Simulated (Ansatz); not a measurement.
The system is Ge3Pd.

```
Pd Ge
1.0
     4.14202    0.00000    0.00000
     0.00000    4.14202    0.00000
     0.00000    0.00000    4.14202
Pd Ge
1 3
Direct
  0.00000 0.00000 0.00000
  0.50000 0.50000 0.00000
  0.50000 0.00000 0.50000
  0.00000 0.50000 0.50000
```

The cell comes from a database or a generator and needn't be the stable form of this composition.

Base run:

- Program: Ansatz 0.2.0
- Functional: r2SCAN
- Potentials or basis: Ansatz PAW
- Cutoff: 500 eV (not typed: the program's choice for these potentials)
- k mesh: 7 × 7 × 7
- Occupations: fermi-dirac, width 0.05 eV
- Spin: no spin polarisation

Its results: band gap on the k mesh none (metal or under the smearing width); pressure -2.8 GPa.

Q: The run is repeated on the same cell with these changes: functional from r2SCAN to LDA; cutoff from 500 eV (not typed: the program's choice for these potentials) to 420 eV (not typed: the program's choice for these potentials). What comes out?

A: Band gap on the k mesh none (metal or under the smearing width); pressure -7.0 GPa.

Caveats: the PAW data sets come from PBE, with cores solved anew for the run's functional, which leaves a small shift of forces and pressure.
